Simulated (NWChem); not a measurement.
# CH2GeN (SMILES N#[C][GeH2]): levels of theory compared

Wanted: a comparison of 5 runs (UHF/def2-SVPD, UM06-2X/def2-SVPD, UB3LYP/def2-SVPD, UPBE0/def2-SVPD, UMP2/def2-SVPD) of CH2GeN. 

Program for the calculation: NWChem 7.3.0.

2 further runs of the same task are left out: 2 set aside as unsound or not needed.

**1. The system as given**

CH2GeN: 5 atoms, total charge 0, spin state doublet. SMILES: `N#[C][GeH2]`. The Ge3–H4 distance was set to 2.301 Å, away from the relaxed value. At this shape a bond of the SMILES string is far longer than usual.

Bond lengths: N1–C2 1.154 Å, C2–Ge3 1.912 Å, Ge3–H5 1.534 Å. Angles: N1–C2–Ge3 175.5°, C2–Ge3–H5 108.2°. A long bond or contact: Ge3–H4 2.301 Å.

**2. The energy at UHF/def2-SVPD (run 1)**

Input file ch2gen.nw:

```
start ch2gen
title "CH2GeN"
memory 2200 mb

geometry units angstroms noautosym nocenter noautoz
 N        2.262210      -0.659595       1.271100
 C        1.509910      -0.166195       0.548300
 Ge       0.355610       0.611105      -0.762200
 H       -1.658900      -0.498000      -0.695900
 H        0.267210       2.118105      -0.491000
end

basis spherical bse
 * library def2-SVPD
end

scf
 doublet
 uhf
 thresh 1e-08
 maxiter 80
end

task scf energy
```

The run is started by

```
$ nwchem ch2gen.nw > ch2gen.out
```

Standard output:

```text
[...]
  functions       =    94
[...]
  wavefunction    = UHF
[...]
         Total SCF energy =  -2168.402307947529
      One electron energy =  -3285.176988901294
      Two electron energy =    983.237100016923
 Nuclear repulsion energy =    133.537580936842
                       Sz =      0.5000
                 Sz(Sz+1) =      0.7500
                      S^2 =      1.0281
[...]
```

Wall time 2.2 min (1 thread of Intel Xeon Platinum 8259CL at 2.50GHz (Skylake/Cascade Lake), shared host); peak memory 0.098 GiB.

**3. A single-point energy at UM06-2X/def2-SVPD (run 2)**

Input file ch2gen.nw:

```
start ch2gen
title "CH2GeN M06-2X"
memory 2200 mb

geometry units angstroms noautosym nocenter noautoz
N      2.262210    -0.659595     1.271100
C      1.509910    -0.166195     0.548300
Ge     0.355610     0.611105    -0.762200
H     -1.658900    -0.498000    -0.695900
H      0.267210     2.118105    -0.491000
end

basis spherical bse
* library def2-SVPD
end

dft
xc m06-2x
mult 2
grid fine
convergence energy 1e-08
maxiter 100
mulliken
print low
end

task dft energy
```

The run is started by

```
$ nwchem ch2gen.nw > ch2gen.out
```

Standard output:

```text
[...]
 d= 0,ls=0.0,diis     1  -2170.4851800873 -2.30D+03  8.74D-03  1.27D-01     4.8
[...]
 d= 0,ls=0.0,diis    15  -2170.5682051773 -6.59D-09  4.19D-07  3.27D-10    57.1
[...]
         Total DFT energy =    -2170.568205177341
      One electron energy =    -3285.062797875035
           Coulomb energy =     1072.887839091773
    Exchange-Corr. energy =      -91.930827330921
 Nuclear repulsion energy =      133.537580936842
[...]
      Total Density - Mulliken Population Analysis
     ---------------------------------------------
    Atom       Charge   Shell Charges
 -----------   ------   -------------------------------------------------------
    1 N    7     7.09   1.99  1.11  0.59  0.20  2.20  0.95  0.03  0.02
    2 C    6     6.13   1.99  0.97  0.36 -0.11  2.00  0.86  0.03  0.03
    3 Ge  32    31.81   2.00  2.00  1.99  1.22  0.33  0.03  6.00  5.98  1.10  0.98  8.14  1.79  0.17  0.07
    4 H    1     0.99   0.54  0.45  0.00  0.01
    5 H    1     0.98   0.71  0.27  0.01 -0.01
[...]
      <S2> =      0.7962 (Exact =     0.7500)
[...]
```

Wall time 58 s (1 thread of Intel Xeon Platinum 8259CL at 2.50GHz (Skylake/Cascade Lake), shared host); peak memory 0.11 GiB.

Runs 3 to 4 aren't shown in full; the table further down has their settings and results.

**4. A single-point energy at UMP2/def2-SVPD (run 5)**

Input file mol.nw:

```
start mol
memory 2200 mb

geometry units angstroms noautosym nocenter noautoz
 N      2.262210    -0.659595     1.271100
 C      1.509910    -0.166195     0.548300
 Ge     0.355610     0.611105    -0.762200
 H     -1.658900    -0.498000    -0.695900
 H      0.267210     2.118105    -0.491000
end

basis spherical bse
 * library def2-SVPD
end

scf
 doublet
 uhf
 thresh 1e-08
 maxiter 80
end

mp2
 freeze core 11
 tight
end

task mp2
```

The run is started by

```
$ nwchem mol.nw > mol.out
```

Standard output:

```text
[...]
  functions       =    94
[...]
  wavefunction    = UHF
[...]
         Total SCF energy =  -2168.402307947529
      One electron energy =  -3285.176988901294
      Two electron energy =    983.237100016923
 Nuclear repulsion energy =    133.537580936842
                       Sz =      0.5000
                 Sz(Sz+1) =      0.7500
                      S^2 =      1.0281
[...]
          Total MP2 energy         -2168.898323066706
[...]
```

It took 2.3 min on 1 thread of Intel Xeon Platinum 8259CL at 2.50GHz (Skylake/Cascade Lake), shared host; peak memory 0.25 GiB.

**5. Overview of the runs**

```
run              level  iteration cap  module   energy (Eh)  dipole moment (D)  HOMO energy (eV)  LUMO energy (eV)  wall time
  1      UHF/def2-SVPD             80     scf  -2168.402308               3.50            -10.21             -0.37    2.2 min
  2  UM06-2X/def2-SVPD            100     dft  -2170.568205                  –                 –                 –       58 s
  3   UB3LYP/def2-SVPD            100     dft  -2170.652481               3.31             -7.13             -4.55       49 s
  4    UPBE0/def2-SVPD            100     dft  -2170.225423               3.32             -7.37             -4.17       46 s
  5     UMP2/def2-SVPD             80     mp2  -2168.898323                  –            -10.21             -0.37    2.3 min
```

**6. Summary of results**

| quantity | value |
| --- | --- |
| run 5: total energy | -2168.89832 Eh |
| run 5: HOMO energy (Hartree–Fock orbitals) (highest over α and β) | -10.21 eV |
| run 5: LUMO energy (Hartree–Fock orbitals) (lowest over α and β) | -0.37 eV |
| run 5: correlation energy (11 core orbitals frozen) | -496.0 mEh |
| run 5: ⟨S²⟩ of the reference determinant | 1.028 |

Over runs 1, 3, 4 the dipole moment (its size) runs from 3.31 D (UB3LYP/def2-SVPD) to 3.50 D (UHF/def2-SVPD). Totals of different functionals can't be ranked against each other. Spin contamination of the reference: run 1 ⟨S²⟩ = 1.03, run 5 ⟨S²⟩ = 1.03. All runs together took 7 min, the longest 2.3 min.
